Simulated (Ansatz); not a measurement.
# ZnMo3: the cost of one run

Program: Ansatz 0.2.0, driven from Python. Level of theory: DFT r2SCAN, plane waves, PAW. These are calculated values, not measurements.

### Step 1. The system

Symmetry: Pm-3m, No. 221, cubic system. The conventional cell has a = 3.943 Å, b = 3.943 Å, c = 3.943 Å, α = 90.00°, β = 90.00°, γ = 90.00°. Zn (site symmetry m-3m) is surrounded by 12 Mo at 2.79 Å. Around Mo (site symmetry 4/mmm) lie 4 Zn at 2.79 Å and 8 Mo at 2.79 Å.

The script holds or builds the structure itself.

### Step 2. The script

File vcrelax_znmo3.py:

```python
from pathlib import Path

import ansatz
from ase import Atoms
from ase.data import atomic_numbers
from ase.io import write
from ase.neighborlist import neighbor_list
import matplotlib.pyplot as plt
import numpy as np
import spglib

def edges_and_angles(cell):
    cell = np.asarray(cell)
    a, b, c = np.linalg.norm(cell, axis=1)
    cosines = cell[1] @ cell[2] / (b * c), cell[0] @ cell[2] / (a * c), cell[0] @ cell[1] / (a * b)
    return (a, b, c, *np.degrees(np.arccos(cosines)))

vectors = np.array([
    [3.943154, 0.0, 0.0],
    [0.0, 3.943154, 0.0],
    [0.0, 0.0, 3.943154],
])
znmo3 = (
    ansatz.Lattice.of(vectors)
    .atom("Zn", [0.0, 0.0, 0.0])
    .atom("Mo", [0.0, 0.5, 0.5])
    .atom("Mo", [0.5, 0.0, 0.5])
    .atom("Mo", [0.5, 0.5, 0.0])
)

base = znmo3.calculation()
base = base.kpoints(7, center="gamma")
base = base.pseudopotentials("paw")
base = base.functional("r2scan")
base = base.occupations("gaussian", width=0.05)
base = base.relax(force_tolerance=0.05, max_steps=100, fix_cell=["c", "angles"])
base = base.density()
base = base.potential()
base = base.electron_localization_function().output_files(volumetric_format="npy")
steps = []


def follow(event):
    if event["event"] != "relax_step":
        return
    row = event["data"]
    steps.append(row)
    print(f"step {row['step']:3d}  E = {row['lagrangian_ev']:.5f} eV  largest force component = {row['allowed_force_max_ev_ang']:.4f} eV/A  P = {row['pressure_gpa']:.3f} GPa")


outcome = base.session().plan(threads=1).execute(on_event=follow)
data = outcome.report

first, last = steps[0], steps[-1]
symbols = [site.symbol for site in outcome.lattice.sites]
print(f"energy gained {first['lagrangian_ev'] - last['lagrangian_ev']:.4f} eV in {len(steps) - 1} steps")
for label, vectors in (("before", first["cell_ang"]), ("after", outcome.lattice.cell_ang)):
    print(label, "a b c (A) {:.4f} {:.4f} {:.4f}  angles {:.2f} {:.2f} {:.2f}".format(*edges_and_angles(vectors)), f" V = {abs(np.linalg.det(vectors)):.3f} A^3")
print("final stress xx yy zz (GPa, compression positive):", np.round(np.diag(data["stress_gpa"]), 3) + 0.0)

fig, (top, bottom) = plt.subplots(2, 1, sharex=True, figsize=(4.5, 4))
top.plot([s["lagrangian_ev"] - last["lagrangian_ev"] for s in steps], "o-")
top.set_ylabel("E - E(final) (eV)")
bottom.semilogy([max(s["allowed_force_max_ev_ang"], 1e-6) for s in steps], "s-")
bottom.set(xlabel="step", ylabel="largest force (eV/A)")
fig.tight_layout()
fig.savefig("relax.png", dpi=100)

relaxed = Atoms(symbols, positions=[site.position_ang for site in outcome.lattice.sites], cell=outcome.lattice.cell_ang, pbc=True)
write("relaxed.cif", relaxed, format="cif")

fractions = [site.position_frac for site in outcome.lattice.sites]
numbers = [atomic_numbers[s] for s in symbols]
for tolerance in (1e-3, 1e-2, 1e-1):
    print(f"space group at {tolerance} A:", spglib.get_spacegroup((outcome.lattice.cell_ang, fractions, numbers), symprec=tolerance))

final = Atoms(symbols, positions=last["positions_ang"], cell=outcome.lattice.cell_ang, pbc=True)
i, j, d = neighbor_list("ijd", final, 4.5)
print("neighbours within 1.2 times the shortest distance of each atom (A)")
for atom in range(len(final)):
    near = [m for m in np.argsort(d) if i[m] == atom]
    shell = [m for m in near if d[m] < 1.2 * d[near[0]]]
    print(f"{symbols[atom]}{atom} ({len(shell)}):", ", ".join(f"{symbols[j[m]]} {d[m]:.3f}" for m in shell))

energy = data["free_energy_ev"]
print("ZnMo3: {:.6f} eV = {:.6f} Ry = {:.6f} Ha".format(energy, energy / 13.605693, energy / 27.211386))
print("Fermi level {:.4f} eV, {} k-points, {} symmetry operations".format(data["fermi_energy_ev"], data["n_kpoints"], data["n_symmetry_ops"]))

folder = Path(outcome.write_results("fields"))
print("densities in e/A^3, potentials in eV, ELF without unit")
for name in sorted(p.name for p in folder.glob("*.npy")):
    field = np.load(folder / name)
    print(f"{name:16s} {str(field.shape):16s} min {field.min():10.4f}  mean {field.mean():10.4f}  max {field.max():10.4f}")
```

### Step 3. The run

Started as:

```console
> python vcrelax_znmo3.py
```

Q: Estimate wall time and peak memory on 1 thread of Arm Neoverse V2, shared host.

About 53 s, with a peak of 0.67 GiB.
